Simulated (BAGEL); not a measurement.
# CH3BClFO (SMILES BC(O)(F)Cl): HF/6-31G(d) (density fitting with qzvpp-jkfit, spherical functions)

Aim: the vertical singlet–triplet gap of CH3BClFO at HF/6-31G* (density fitting with qzvpp-jkfit, spherical functions), from 2 runs. 

Program for the calculation: BAGEL 1.2.2.

1 further run of the same task is left out (set aside as unsound or not needed). Runs told in other sessions of the task aren't counted.

## Step 1: The structure to begin with

CH3BClFO: 8 atoms, total charge 0, spin state singlet. SMILES: `BC(O)(F)Cl`. The shape is that of a PBE0-D4/def2-TZVP optimisation. This is one conformer, not always the lowest.

Bond lengths: B1–C2 1.545 Å, C2–O3 1.458 Å, C2–F4 1.346 Å, C2–Cl5 1.742 Å, B1–H6 1.192 Å, B1–H7 1.187 Å, O3–H8 0.968 Å. Angles: B1–C2–O3 74.1°, B1–C2–F4 121.2°, B1–C2–Cl5 125.0°, O3–C2–F4 108.7°, O3–C2–Cl5 110.1°, F4–C2–Cl5 109.4°, C2–B1–H6 116.5°, C2–B1–H7 119.5°, C2–O3–H8 107.1°, H6–B1–H7 123.9°.

## Step 2: A single-point energy at HF/6-31G(d) (density fitting with qzvpp-jkfit, spherical functions)

File input.json:

```json
{ "bagel": [

{
  "title": "molecule",
  "basis": "6-31gs.json",
  "df_basis": "qzvpp-jkfit",
  "angstrom": true,
  "geometry": [
    { "atom": "B", "xyz": [      -0.496700,       0.835900,       0.196700 ] },
    { "atom": "C", "xyz": [       0.656000,      -0.125700,      -0.169000 ] },
    { "atom": "O", "xyz": [      -0.573100,      -0.892300,      -0.337200 ] },
    { "atom": "F", "xyz": [       1.403700,      -0.711800,       0.783800 ] },
    { "atom": "Cl", "xyz": [       1.548100,      -0.091800,      -1.664700 ] },
    { "atom": "H", "xyz": [      -0.796500,       0.892200,       1.348900 ] },
    { "atom": "H", "xyz": [      -0.991600,       1.504400,      -0.650000 ] },
    { "atom": "H", "xyz": [      -0.657600,      -1.468100,       0.435900 ] }
  ]
},

{
  "title": "hf"
},

{
  "title": "print",
  "file": "orbitals.molden",
  "orbitals": true
}

]}
```

The basis set 6-31G* is read from a file made from the Basis Set Exchange's data (not shown).

Launch:

```sh
$ BAGEL_NUM_THREADS=1 BAGEL input.json > input.out
```

The program printed:

```text
* using 1 threads per process

  ===============================================================
  ===============================================================

  *** Geometry ***

  { "atom" : "B", "xyz" : [     -0.938627,      1.579622,      0.371709 ] },
  { "atom" : "C", "xyz" : [      1.239660,     -0.237539,     -0.319364 ] },
  { "atom" : "O", "xyz" : [     -1.083002,     -1.686203,     -0.637216 ] },
  { "atom" : "F", "xyz" : [      2.652609,     -1.345107,      1.481167 ] },
  { "atom" : "Cl", "xyz" : [      2.925485,     -0.173477,     -3.145827 ] },
  { "atom" : "H", "xyz" : [     -1.505167,      1.686014,      2.549052 ] },
  { "atom" : "H", "xyz" : [     -1.873852,      2.842904,     -1.228322 ] },
  { "atom" : "H", "xyz" : [     -1.242684,     -2.774307,      0.823732 ] },

  Number of auxiliary basis functions:      486

  Since a DF basis is specified, we compute 2- and 3-index integrals:
    o Being stored without compression. Storage requirement is 0.025 GB

  Number of basis functions:       80
  Number of electrons      :       48

    * METHOD: MOLECULE                             0.26

  *** RHF ***

  === Nuclear Repulsion ===
   223.9387327252

      * DIIS with orbital gradients will be used.

  === RHF iteration (6-31gs.json) ===
      0       -697.82972289          0.01993034           0.08
      1       -697.95940011          0.01295309           0.08
      2       -698.02171281          0.00170617           0.07
      3       -698.02417446          0.00041849           0.08
      4       -698.02433450          0.00016139           0.08
      5       -698.02436079          0.00006309           0.08
      6       -698.02436495          0.00002107           0.08
      7       -698.02436553          0.00000648           0.07
      8       -698.02436557          0.00000330           0.08
      9       -698.02436557          0.00000120           0.08
     10       -698.02436557          0.00000047           0.07
     11       -698.02436557          0.00000018           0.08
     12       -698.02436557          0.00000008           0.08
     13       -698.02436557          0.00000003           0.08
     14       -698.02436557          0.00000001           0.08
     15       -698.02436557          0.00000001           0.08
    * SCF iteration converged.

    * Permanent dipole moment:
           (    0.339516,     0.313531,    -0.521099) a.u.

    * METHOD: HF                                   1.46

    * METHOD: PRINT                                0.02

  ===============================================================
```

It took 1.9 s on 1 thread of Arm Neoverse V1, shared host; peak memory 0.11 GiB.

## Step 3: The triplet

File job.json:

```json
{ "bagel" : [

{
  "title" : "molecule",
  "basis" : "6-31gs.json",
  "df_basis" : "qzvpp-jkfit",
  "angstrom" : "true",
  "geometry" : [
    { "atom" : "B", "xyz" : [   -0.496700,    0.835900,    0.196700 ] },
    { "atom" : "C", "xyz" : [    0.656000,   -0.125700,   -0.169000 ] },
    { "atom" : "O", "xyz" : [   -0.573100,   -0.892300,   -0.337200 ] },
    { "atom" : "F", "xyz" : [    1.403700,   -0.711800,    0.783800 ] },
    { "atom" : "Cl", "xyz" : [    1.548100,   -0.091800,   -1.664700 ] },
    { "atom" : "H", "xyz" : [   -0.796500,    0.892200,    1.348900 ] },
    { "atom" : "H", "xyz" : [   -0.991600,    1.504400,   -0.650000 ] },
    { "atom" : "H", "xyz" : [   -0.657600,   -1.468100,    0.435900 ] }
  ]
},
{
  "title" : "uhf",
  "nopen" : 2
},
{
  "title" : "print",
  "file" : "orbitals.molden",
  "orbitals" : "true"
}

]}
```

The basis set 6-31G* is read from a file made from the Basis Set Exchange's data (not shown).

Launch:

```sh
$ BAGEL_NUM_THREADS=1 BAGEL job.json > job.out
```

The program printed:

```text
* using 1 threads per process

  ===============================================================
  ===============================================================

  *** Geometry ***

  { "atom" : "B", "xyz" : [     -0.938627,      1.579622,      0.371709 ] },
  { "atom" : "C", "xyz" : [      1.239660,     -0.237539,     -0.319364 ] },
  { "atom" : "O", "xyz" : [     -1.083002,     -1.686203,     -0.637216 ] },
  { "atom" : "F", "xyz" : [      2.652609,     -1.345107,      1.481167 ] },
  { "atom" : "Cl", "xyz" : [      2.925485,     -0.173477,     -3.145827 ] },
  { "atom" : "H", "xyz" : [     -1.505167,      1.686014,      2.549052 ] },
  { "atom" : "H", "xyz" : [     -1.873852,      2.842904,     -1.228322 ] },
  { "atom" : "H", "xyz" : [     -1.242684,     -2.774307,      0.823732 ] },

  Number of auxiliary basis functions:      486

  Since a DF basis is specified, we compute 2- and 3-index integrals:
    o Being stored without compression. Storage requirement is 0.025 GB

  Number of basis functions:       80
  Number of electrons      :       48

    * METHOD: MOLECULE                             0.26

  *** Open-shell HF ***

  === Nuclear Repulsion ===
   223.9387327252

      * DIIS with orbital gradients will be used.

  === UHF iteration (6-31gs.json) ===
      0       -697.50805100          0.04312830           0.15
      1       -697.65066599          0.03066645           0.15
      2       -697.70433912          0.02134251           0.14
      3       -697.75217197          0.00199153           0.14
      4       -697.75549815          0.00115965           0.14
      5       -697.75707521          0.00078501           0.15
      6       -697.75817861          0.00045036           0.15
      7       -697.75851821          0.00031622           0.16
      8       -697.75871506          0.00019881           0.16
      9       -697.75879933          0.00012833           0.16
[... 23 lines of this table left out ...]
     33       -697.75885338          0.00000002           0.15
     34       -697.75885338          0.00000002           0.16
     35       -697.75885338          0.00000001           0.16
     36       -697.75885338          0.00000001           0.16
    * SCF iteration converged.

    * S^2 (UHF) is 2.0301

    * Permanent dipole moment:
           (   -0.509677,     1.371504,     0.151214) a.u.

    * METHOD: UHF                                  5.91

    * METHOD: PRINT                                0.02

  ===============================================================
```

It took 6.3 s on 1 thread of Arm Neoverse V1, shared host; peak memory 0.12 GiB.

## Step 4: Outcome

At HF/6-31G* (density fitting with qzvpp-jkfit, spherical functions):

| quantity | value |
| --- | --- |
| singlet: total energy | -698.02437 Eh |
| singlet: dipole moment | 1.77 D |
| singlet: HOMO energy | -11.99 eV |
| singlet: LUMO energy | 4.15 eV |
| singlet: HOMO–LUMO gap | 16.15 eV |
| triplet: total energy | -697.75885 Eh |
| triplet: dipole moment | 3.74 D |
| triplet: ⟨S²⟩ | 2.030 |
| vertical energy of the triplet above the singlet | 7.225 eV |

What this shows: At this shape the triplet lies 7.22 eV (697 kJ/mol) above the singlet.
